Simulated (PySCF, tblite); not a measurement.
# C₇H₁₁PS: geometry, infrared bands and NMR shifts

Wanted: the infrared bands and NMR shifts of C₇H₁₁PS (`CC(C)(C)c1cpcs1`), by calculation.

The runs use tblite 0.8.0 and PySCF 2.14.0, with density-fitted response routines of our own; the level of theory stands in each step. All values are computed, except where a source is named. Atoms count from 0, in the outputs and in this text.

## (1) The molecule as given

20 atoms, charge 0, multiplicity 1; geometry from: force field or distance geometry start.

Bonds of the start (Å): C0–C1 1.49, C1–C2 1.52, C1–C3 1.51, C1–C4 1.50, C4–C5 1.47, C5–P6 1.80, P6–C7 1.54, C7–S8 1.78, S8–C4 1.58, C0–H9 1.11, C0–H10 1.09, C0–H11 1.13, C2–H12 1.14, C2–H13 1.11, C2–H14 1.11, C3–H15 1.09, C3–H16 1.11, C3–H17 1.13, C5–H18 1.10, C7–H19 1.10.

## (2) Optimising the geometry with GFN2-xTB

Job settings and geometry (Å):

```
{"job": {"kind": "relax", "xc": "GFN2-xTB", "basis": "xTB"}, "charge": 0, "multiplicity": 1}
C     -1.506000     0.859700    -0.801200
C     -0.750900    -0.172400    -0.040300
C     -1.160000    -0.269700     1.418700
C     -0.881600    -1.478100    -0.783600
C      0.675100     0.276000    -0.006600
C      1.465800     1.400100    -0.521900
P      3.203300     1.247200    -0.082500
C      3.400200    -0.047900     0.731400
S      1.722300    -0.639000     0.736900
H     -1.249100     0.724100    -1.873500
H     -1.306200     1.897100    -0.528800
H     -2.607700     0.599000    -0.742200
H     -2.107400     0.330900     1.593900
H     -1.291200    -1.339700     1.663400
H     -0.390900     0.181500     2.082500
H     -1.295700    -1.271000    -1.771200
H     -1.479500    -2.229900    -0.220400
H      0.174000    -1.846900    -0.921900
H      1.043400     2.235000    -1.091000
H      4.337200    -0.445500     1.155200
```

Launch:

```
OMP_NUM_THREADS=1 python probes_run.py task.json out
```

The driver reads the jobs from task.json and runs them one after another.

The program printed:

```text
step      E/eV     max force
  0    -713.43175   11.942
  1    -715.35630    5.518
  2    -715.81233    2.489
  3    -716.14028    1.950
  4    -716.27447    1.557
  5    -716.38981    0.675
  6    -716.42131    0.602
  7    -716.45147    0.444
  8    -716.46703    0.317
  9    -716.47774    0.375
 10    -716.48759    0.346
 11    -716.49981    0.341
 12    -716.51165    0.290
 13    -716.52014    0.182
 14    -716.52522    0.172
 15    -716.52976    0.191
 16    -716.53697    0.250
 17    -716.54678    0.263
 18    -716.55574    0.186
 19    -716.56123    0.163
 20    -716.56532    0.168
 21    -716.57034    0.217
 22    -716.57656    0.205
 23    -716.58304    0.168
 24    -716.58909    0.184
 25    -716.59502    0.190
 26    -716.60165    0.201
 27    -716.60884    0.183
 28    -716.61549    0.195
 29    -716.62221    0.223
 30    -716.63155    0.233
 31    -716.64327    0.348
 32    -716.65139    0.351
 33    -716.66546    0.332
 34    -716.67663    0.294
 35    -716.68815    0.255
 36    -716.69674    0.211
 37    -716.70325    0.187
 38    -716.70746    0.148
 39    -716.71179    0.164
 40    -716.71770    0.196
 41    -716.72469    0.191
 42    -716.73266    0.177
 43    -716.73708    0.162
 44    -716.74249    0.224
 45    -716.74674    0.198
 46    -716.75198    0.171
 47    -716.75632    0.146
 48    -716.76017    0.175
 49    -716.76485    0.236
 50    -716.77034    0.223
 51    -716.77582    0.155
 52    -716.77995    0.129
 53    -716.78232    0.101
 54    -716.78371    0.110
 55    -716.78495    0.095
 56    -716.78608    0.075
 57    -716.78739    0.072
 58    -716.78826    0.067
 59    -716.78935    0.070
 60    -716.79021    0.066
 61    -716.79118    0.086
 62    -716.79239    0.115
 63    -716.79405    0.116
 64    -716.79608    0.117
 65    -716.79793    0.120
 66    -716.79922    0.079
 67    -716.80014    0.064
 68    -716.80075    0.055
 69    -716.80112    0.048
 70    -716.80140    0.035
 71    -716.80161    0.027
 72    -716.80177    0.027
 73    -716.80195    0.030
 74    -716.80215    0.030
 75    -716.80236    0.033
 76    -716.80253    0.039
 77    -716.80265    0.038
 78    -716.80278    0.034
 79    -716.80294    0.033
 80    -716.80308    0.024
 81    -716.80314    0.015
 82    -716.80317    0.011
 83    -716.80318    0.008
```

Run time: 0.67 s. Hardware: 1 thread of Arm Neoverse V2, shared host.

Step by step: (not every step is listed)

```csv
step,energy from step 0 (eV),largest force (eV/Å)
0,0.0000,11.9419
1,-1.9246,5.5181
2,-2.3806,2.4894
3,-2.7085,1.9500
4,-2.8427,1.5567
5,-2.9581,0.6747
6,-2.9896,0.6016
7,-3.0197,0.4439
8,-3.0353,0.3171
15,-3.0980,0.1908
22,-3.1448,0.2053
29,-3.1905,0.2226
36,-3.2650,0.2107
43,-3.3053,0.1617
50,-3.3386,0.2227
57,-3.3556,0.0716
64,-3.3643,0.1169
71,-3.3699,0.0275
78,-3.3710,0.0336
79,-3.3712,0.0330
80,-3.3713,0.0243
81,-3.3714,0.0152
82,-3.3714,0.0112
83,-3.3714,0.0076
```

Distances of close pairs at the start and the end, largest changes first:

```csv
bond,before (Å),after (Å),change (Å)
P6–C7,1.542,1.701,+0.159
C4–S8,1.577,1.735,+0.158
C4–C5,1.468,1.355,-0.113
C7–S8,1.779,1.711,-0.068
C2–H12,1.135,1.088,-0.048
C0–H11,1.134,1.088,-0.046
C0–C1,1.488,1.530,+0.042
C3–H17,1.127,1.088,-0.039
```

The final coordinates are the input of the step that follows.

## (3) Infrared spectrum with GFN2-xTB

Job settings and geometry (Å):

```
{"job": {"kind": "ir", "xc": "GFN2-xTB", "basis": "xTB"}, "charge": 0, "multiplicity": 1}
C     -1.457880     0.956223    -0.736676
C     -0.658094    -0.136071    -0.023277
C     -1.171452    -0.275322     1.415665
C     -0.844404    -1.464651    -0.767947
C      0.811843     0.200127     0.013911
C      1.433471     1.280715    -0.517082
P      3.184228     1.432497    -0.333689
C      3.299276    -0.027533     0.532090
S      1.865684    -0.914181     0.825081
H     -1.138842     1.057650    -1.771365
H     -1.338897     1.913212    -0.234131
H     -2.513985     0.696709    -0.728945
H     -2.232461    -0.514325     1.413329
H     -0.640361    -1.067407     1.938969
H     -1.027755     0.655663     1.960310
H     -0.460593    -1.387712    -1.783247
H     -1.900053    -1.722032    -0.815087
H     -0.316230    -2.267829    -0.259031
H      0.891024     2.045296    -1.048391
H      4.210332    -0.450349     0.916476
```

The program printed:

```text
mode    cm-1     km/mol
  1      26.5      0.00
  2     119.6      0.01
  3     189.2      0.01
  4     200.6      0.02
  5     240.3      0.09
  6     275.3      0.02
  7     294.5      0.01
  8     297.5      0.08
  9     312.7      0.45
 10     329.4      0.01
 11     382.2      0.11
 12     432.3      0.05
 13     484.3      0.11
 14     533.2      2.47
 15     567.4      0.06
 16     680.2      1.97
 17     686.9      5.35
 18     785.3      6.95
 19     813.7      7.96
 20     832.8      7.67
 21     884.7      0.13
 22     960.6      1.16
 23     964.4      1.29
 24     966.1      0.03
 25     968.7      0.77
 26    1002.0     13.16
 27    1035.6      0.15
 28    1042.4      2.70
 29    1152.4      6.33
 30    1192.1     14.88
 31    1226.5      9.16
 32    1237.2      7.22
 33    1262.9     22.36
 34    1403.3      6.35
 35    1403.8      6.66
 36    1426.2      2.72
 37    1487.2      0.02
 38    1490.9      0.14
 39    1495.8      0.19
 40    1501.0      5.92
 41    1506.6      3.93
 42    1506.8      6.82
 43    1518.8     14.06
 44    3026.9      6.91
 45    3029.3      3.42
 46    3029.6      4.33
 47    3031.6     15.18
 48    3034.8     73.96
 49    3035.7     23.20
 50    3038.5     57.79
 51    3039.5     39.43
 52    3041.8     48.10
 53    3099.4      4.92
 54    3117.9      2.09
```

It took 0.81 s on 1 thread of Arm Neoverse V2, shared host.

The strongest bands and the atoms that carry them (share of the mass-weighted mode):

```
cm⁻¹  km/mol                                   atoms
1192    14.9                       H18 50 %, C4 12 %
1263    22.4                                 C1 52 %
3032    15.2                      H15 43 %, H14 40 %
3035    74.0             H9 31 %, H13 28 %, H16 12 %
3036    23.2            H10 34 %, H17 31 %, H13 11 %
3038    57.8   H9 19 %, H14 19 %, H12 17 %, H15 12 %
3040    39.4  H17 37 %, H16 24 %, H13 15 %, H12 10 %
3042    48.1             H11 46 %, H10 23 %, H9 16 %
```

## (4) Shielding tensors: PBE0/pcSseg-1

The job, as its differences from that of step 3:

```diff
@@ -1,2 +1,2 @@
-{"job": {"kind": "ir", "xc": "GFN2-xTB", "basis": "xTB"}, "charge": 0, "multiplicity": 1}
+{"job": {"kind": "nmr", "xc": "PBE0", "basis": "pcSseg-1"}, "charge": 0, "multiplicity": 1}
 C     -1.457880     0.956223    -0.736676
```

With the program's defaults for keys left out, this is: GIAO PBE0/pcSseg-1 NMR shielding, non-relativistic, gas phase.

The program printed:

```text
coarse grid: 17672 points
cycle   1  E = -1012.1233101960  dE =  1.267e+00  |g| = 4.591e-01  |ddm| = 4.315e+00
cycle   2  E = -1012.1014283657  dE =  2.188e-02  |g| = 5.416e-01  |ddm| = 9.512e-01
cycle   3  E = -1012.1771171515  dE = -7.569e-02  |g| = 8.312e-02  |ddm| = 6.166e-01
cycle   4  E = -1012.1786892776  dE = -1.572e-03  |g| = 3.946e-02  |ddm| = 1.557e-01
cycle   5  E = -1012.1790851372  dE = -3.959e-04  |g| = 1.489e-02  |ddm| = 6.098e-02
cycle   6  E = -1012.1791446213  dE = -5.948e-05  |g| = 3.998e-03  |ddm| = 1.872e-02
cycle   7  E = -1012.1791484186  dE = -3.797e-06  |g| = 1.488e-03  |ddm| = 5.636e-03
final grid: 161224 points
cycle   8  E = -1012.2392012104  dE = -5.854e-05  |g| = 1.201e-02  |ddm| = 5.381e-02
cycle   9  E = -1012.2391595976  dE =  4.161e-05  |g| = 1.725e-02  |ddm| = 3.179e-02
cycle  10  E = -1012.2392376084  dE = -7.801e-05  |g| = 2.424e-03  |ddm| = 2.174e-02
cycle  11  E = -1012.2392390688  dE = -1.460e-06  |g| = 5.440e-04  |ddm| = 2.900e-03
cycle  12  E = -1012.2392391322  dE = -6.337e-08  |g| = 2.586e-04  |ddm| = 7.405e-04
cycle  13  E = -1012.2392391493  dE = -1.705e-08  |g| = 5.784e-05  |ddm| = 2.992e-04
cycle  14  E = -1012.2392391500  dE = -6.912e-10  |g| = 3.203e-05  |ddm| = 1.103e-04
cycle  15  E = -1012.2392391503  dE = -3.047e-10  |g| = 5.292e-06  |ddm| = 4.546e-05
converged SCF energy = -1012.2392391503

GIAO shielding tensors (ppm)
atom      isotropic    diamagn.    paramagn.     s11        s22        s33       span
  0 C      155.921     248.473     -92.552    141.176    143.929    182.656     41.480
  1 C      148.358     241.234     -92.876    137.382    149.871    157.821     20.439
  2 C      148.508     248.101     -99.593    123.396    142.111    180.018     56.622
  3 C      148.471     247.971     -99.500    124.220    140.908    180.285     56.065
  4 C        6.042     264.471    -258.429    -64.032    -16.141     98.299    162.331
  5 C       44.484     255.462    -210.978    -53.169     39.730    146.892    200.061
  6 P       87.422     967.245    -879.824   -198.274    113.389    347.149    545.423
  7 C       17.413     268.703    -251.291   -141.486     44.818    148.906    290.393
  8 S      172.113    1059.672    -887.559     47.423    152.739    316.176    268.753
  9 H       30.021      32.063      -2.042     26.014     28.052     35.996      9.981
 10 H       30.037      32.061      -2.025     26.026     28.123     35.961      9.935
 11 H       30.460      31.360      -0.900     26.040     28.783     36.558     10.518
 12 H       30.366      31.441      -1.076     26.021     28.002     37.075     11.054
 13 H       29.998      31.558      -1.560     24.716     30.228     35.050     10.334
 14 H       30.266      31.357      -1.090     27.306     27.848     35.645      8.339
 15 H       30.289      31.334      -1.045     27.222     27.984     35.662      8.440
 16 H       30.352      31.414      -1.061     26.051     27.921     37.085     11.035
 17 H       30.038      31.511      -1.472     24.885     30.160     35.070     10.184
 18 H       23.882      33.351      -9.469     20.257     22.113     29.278      9.021
 19 H       22.977      30.424      -7.447     21.268     22.483     25.179      3.911
```

It took 50 s on 1 thread of Arm Neoverse V2, shared host; peak memory 1 GiB.

The references, computed at this level on geometries of the same kind, shield at (ppm): 1H TMS 31.72, 13C TMS 186.9, 31P H3PO4 318.4, 33S CS2 504. Their shielding less the atom's gives the shift. The references are single molecules in the gas phase, so shifts against H2O, NH3, PH3, H3PO4 or CFCl3 are not on the usual liquid scales and can be off by tens of ppm. Atoms listed in one row are averaged.

```csv
atoms,environment,σ (ppm),δ (ppm),δ scaled to CDCl3
C4,substituted aromatic carbon next to the ring sulfur,6.0,180.9,170.2
C7,aromatic CH next to the ring sulfur,17.4,169.5,159.1
C5,aromatic CH,44.5,142.4,137.1
C1,quaternary sp3 carbon on an aromatic ring,148.4,38.6,35.7
"C0, C2, C3",methyl carbon,151.0,36.0,33.2
H19,hydrogen on an aromatic CH next to the ring sulfur,22.98,8.74,8.35
H18,hydrogen on an aromatic CH,23.88,7.83,7.49
"H9, H10, H11, H12, H13 and 4 more",hydrogen on a methyl carbon,30.20,1.51,1.53
P6,"phosphorus bonded to 2 C, in a 5-membered ring",87.4,231.0,–
S8,aromatic ring sulfur,172,332,–
```

The scaled column applies a straight-line fit of computed shieldings to shifts measured in CDCl3, with any fitted terms for Cl, Br or S neighbours (root-mean-square error 0.16 ppm for H, 1.9 ppm for C).

Charges from the same density, by scheme (e):

```csv
atoms,Mulliken,IAO,Hirshfeld,ESP fit
"C0, C2, C3",-0.14,-0.41,-0.12,-0.51
C1,-0.58,0.05,0.02,0.62
C4,-0.20,-0.13,-0.01,-0.26
C5,-0.33,-0.41,-0.14,0.01
P6,0.45,0.34,0.05,-0.15
C7,-0.55,-0.57,-0.15,-0.18
S8,0.30,0.35,0.14,0.01
```

Mayer bond orders: C0–C1 1.05, C1–C2 1.02, C1–C3 1.01, C1–C4 0.89, C4–C5 1.68, C5–P6 1.14, P6–C7 1.48, C7–S8 1.17, S8–C4 1.15.

Ring of atoms C4, C5, P6, C7, S8: NICS(0) -10.9, NICS(1) -10.9, NICS(1)zz -24.5 ppm (means of both faces).

## (5) Results

| quantity | value |
| --- | --- |
| strongest single infrared mode (GFN2-xTB) | 3035 cm⁻¹, 74 km/mol |
| zero-point energy (GFN2-xTB) | 101.0 kcal/mol |
| 13C shifts against TMS (PBE0/pcSseg-1, means over atoms taken as alike) | 180.9, 169.5, 142.4, 38.6, 36.0 ppm |
| 1H shifts against TMS (PBE0/pcSseg-1, means over atoms taken as alike) | 8.74, 7.83, 1.51 ppm |
| 31P shifts against H3PO4 (PBE0/pcSseg-1) | 231.0 ppm |
| 33S shifts against CS2 (PBE0/pcSseg-1) | 332 ppm |

The optimisation took 83 steps and gained 3.371 eV; among the close pairs (by a distance rule), P6–C7 changed most, from 1.542 to 1.701 Å. No mode is imaginary among the 54: a minimum at this level. Unscaled tight-binding wavenumbers are off by several per cent, some by more. Its intensities can rank the bands wrongly. At PBE0/pcSseg-1: Shielding is most anisotropic at P6 (span 545 ppm, paramagnetic term -880 ppm). NICS(1)zz of -24 ppm above the planar ring from C4 marks a diatropic (aromatic) ring current.
